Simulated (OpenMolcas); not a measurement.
# One shape, several levels: AlHBr (SMILES [AlH][Br])

Wanted: a comparison of 4 runs (UHF/3-21G, UHF/def2-SVP, UB3LYP/6-31G**, UBP86/def2-SVPD) of AlHBr. 

Program for the calculation: OpenMolcas 26.06.

3 further runs of the same task are left out: 3 for a known fault of the program.

## Step 1: The structure to begin with

The species is AlHBr (3 atoms), meant as a doublet with charge 0. As SMILES, `[AlH][Br]`. The coordinates come from a PBE0-D4/def2-TZVP relaxation.

Bond lengths: Al1–Br2 2.275 Å, Al1–H3 1.602 Å. Angles: Br2–Al1–H3 115.7°.

## Step 2: Energy and gradient at UHF/3-21G (run 1)

Contents of job.input:

```
&GATEWAY
BasLib = $CurrDir
Coord
3
angstrom
Al      -0.296700      -0.628000      -0.239100
Br       1.584500       0.008600       0.871100
H       -1.298900       0.554600      -0.645300
Basis = 3-21G
Group = NoSym
&SEWARD
&SCF
UHF
Spin = 2
Thresholds = 1e-10 1e-07 1e-07 1e-05
PrOrbitals = 1 2
&ALASKA
```

The basis set 3-21G is read from a file made from the Basis Set Exchange's data (not shown).

The run is started by

```sh
$ export MOLCAS_MEM=1860
$ pymolcas job.input > job.log
```

The program printed:

```text
--- Start Module: gateway ---
[...]
--- Stop Module: gateway /rc=_RC_ALL_IS_WELL_ ---
[...]
      Basis functions           37
[...]
--- Start Module: scf ---
[...]
       Convergence after  13 Iterations
[...]
::    Total SCF energy                              -2801.2379052730
[...]
      Total spin, S                                     0.5027266469
[...]
      Total electronic charge=   49.000000
      Total            charge=   -0.000000
[...]
      Dipole Moment (debye):
      Origin of the operator (angstrom)=    1.0825   -0.1469    0.5766
                   X= -1.9818E+00               Y= -1.2791E+00               Z= -1.2437E+00           Total=  2.6665E+00
      Quadrupole Moment (debye*angstrom):
[...]
--- Stop Module: scf /rc=_RC_ALL_IS_WELL_ ---
--- Start Module: alaska ---
[...]
 *              Molecular gradients               *
 **************************************************
  Irreducible representation: a
 ------------------------------------------------------------------------------------------
                              X                       Y                       Z
 ------------------------------------------------------------------------------------------
  AL1               1.83131554808931E-02    6.86207762999302E-03    1.08885460292463E-02
  BR2              -1.93229496012570E-02   -6.23707046204913E-03   -1.13667948732630E-02
  H3                1.00979412039015E-03   -6.25007167957214E-04    4.78248844028473E-04
 ------------------------------------------------------------------------------------------
--- Stop Module: alaska /rc=_RC_ALL_IS_WELL_ ---
[...]
```

Wall time 1.9 s (1 thread of Arm Neoverse V2, shared host); peak memory 0.37 GiB.

## Step 3: Energy and gradient at UHF/def2-SVP (run 2)

Contents of struct.xyz:

```xyz
3

Al    -0.296700    -0.628000    -0.239100
Br     1.584500     0.008600     0.871100
H     -1.298900     0.554600    -0.645300
```

Contents of test.inp:

```
&GATEWAY
  BasLib=$CurrDir
  Coord=struct.xyz
  Basis=def2-SVP
  Group=NoSym

&SEWARD

&SCF
  UHF
  Spin=2
  Thresholds=1e-10 1e-07 1e-07 1e-05
  PrOrbitals=1

&ALASKA
```

The basis set def2-SVP is read from a file made from the Basis Set Exchange's data (not shown).

The run is started by

```sh
$ export MOLCAS_MEM=1860
$ pymolcas test.inp > test.log
```

The program printed:

```text
--- Start Module: gateway ---
[...]
--- Stop Module: gateway /rc=_RC_ALL_IS_WELL_ ---
[...]
      Basis functions           55
[...]
--- Start Module: scf ---
[...]
       Convergence after  15 Iterations
[...]
::    Total SCF energy                              -2814.5558274912
[...]
      Total spin, S                                     0.5029119967
[...]
      Total electronic charge=   49.000000
      Total            charge=   -0.000000
[...]
      Dipole Moment (debye):
      Origin of the operator (angstrom)=    1.0825   -0.1469    0.5766
                   X= -1.3873E+00               Y= -1.1394E+00               Z= -9.0026E-01           Total=  2.0083E+00
      Quadrupole Moment (debye*angstrom):
[...]
--- Stop Module: scf /rc=_RC_ALL_IS_WELL_ ---
[...]
--- Start Module: alaska ---
[...]
 *              Molecular gradients               *
 **************************************************
  Irreducible representation: a
 ------------------------------------------------------------------------------------------
                              X                       Y                       Z
 ------------------------------------------------------------------------------------------
  AL1               4.29919762974151E-03   -3.29270050362673E-03    1.95923843161339E-03
  BR2              -2.16818777062500E-03   -2.08223794475160E-04   -1.21559508376379E-03
  H3               -2.13100985911518E-03    3.50092429812365E-03   -7.43643347855150E-04
 ------------------------------------------------------------------------------------------
--- Stop Module: alaska /rc=_RC_ALL_IS_WELL_ ---
[...]
```

Wall time 3.3 s (1 thread of Arm Neoverse V2, shared host); peak memory 0.39 GiB.

Run 3 isn't shown in full; the table further down has it.

## Step 4: Energy and forces at UBP86/def2-SVPD (run 4)

Contents of mol.inp:

```
* AlBrH Kohn-Sham DFT
>>> EXPORT MOLCAS_PRINT=2

&gateway
  baslib = $CurrDir
  coord
  3
  angstrom
  Al      -0.296700      -0.628000      -0.239100
  Br       1.584500       0.008600       0.871100
  H       -1.298900       0.554600      -0.645300
  basis = def2-SVPD
  group = NoSym

&seward
  gridinput
  Grid=UltraFine
  End of Grid

&scf
  uhf
  spin = 2
  ksdft = 2
  1.0 GGA_X_B88
  1.0 GGA_C_P86
  thresholds = 1e-10 1e-07 1e-07 1e-05
  prorbitals = 0

&alaska
```

The basis set def2-SVPD is read from a file made from the Basis Set Exchange's data (not shown).

The run is started by

```sh
$ export MOLCAS_MEM=1860
$ pymolcas mol.inp > mol.log
```

The program printed:

```text
--- Start Module: gateway ---
[...]
--- Stop Module: gateway /rc=_RC_ALL_IS_WELL_ ---
[...]
      Basis functions           73
[...]
--- Start Module: scf ---
[...]
       Convergence after  16 Iterations
[...]
::    Total KS-DFT energy                           -2817.1073174780
[...]
      Total spin, S                                     0.5010974205
[...]
      Total electronic charge=   49.000000
      Total            charge=   -0.000000
[...]
      Dipole Moment (debye):
      Origin of the operator (angstrom)=    1.0825   -0.1469    0.5766
                   X= -1.0467E+00               Y= -6.8380E-01               Z= -6.5781E-01           Total=  1.4127E+00
      Quadrupole Moment (debye*angstrom):
[...]
--- Stop Module: scf /rc=_RC_ALL_IS_WELL_ ---
[...]
--- Start Module: alaska ---
[...]
 *              Molecular gradients               *
 **************************************************
  Irreducible representation: a
 ------------------------------------------------------------------------------------------
                              X                       Y                       Z
 ------------------------------------------------------------------------------------------
  AL1               3.55080129475027E-03    4.70769310276076E-03    2.52234772090354E-03
  BR2              -5.86161514488737E-03   -1.98265715404133E-03   -3.45915085219417E-03
  H3                2.31081385016285E-03   -2.72503594872253E-03    9.36803131303954E-04
 ------------------------------------------------------------------------------------------
--- Stop Module: alaska /rc=_RC_ALL_IS_WELL_ ---
[...]
```

Wall time 15 s (1 thread of Arm Neoverse V2, shared host); peak memory 0.42 GiB.

## Step 5: Overview of the runs

| run | level | integration grid | energy (Eh) | dipole moment (D) | HOMO energy (eV) | LUMO energy (eV) | wall time |
| --- | --- | --- | --- | --- | --- | --- | --- |
| 1 | UHF/3-21G | – | -2801.237905 | 2.67 | -8.55 | 0.40 | 1.9 s |
| 2 | UHF/def2-SVP | – | -2814.555827 | 2.01 | -8.64 | 0.55 | 3.3 s |
| 3 | UB3LYP/6-31G** (spherical functions) | UltraFine | -2816.924705 | 1.74 | -5.83 | -3.12 | 12 s |
| 4 | UBP86/def2-SVPD | UltraFine | -2817.107317 | 1.41 | -5.19 | -3.70 | 15 s |

## Step 6: What came out

```
                                 quantity           value
                      run 4: total energy  -2817.10732 Eh
                     run 4: dipole moment          1.41 D
run 4: HOMO energy (highest over α and β)        -5.19 eV
 run 4: LUMO energy (lowest over α and β)        -3.70 eV
                              run 4: ⟨S²⟩           0.752
          run 4: largest force on an atom      0.365 eV/Å
```

What this shows: The dipole moment (its size) runs from 1.41 D (UBP86/def2-SVPD) to 2.67 D (UHF/3-21G). The two ends differ in method and basis. Totals of different functionals can't be ranked against each other. All runs together took 32 s, the longest 15 s.
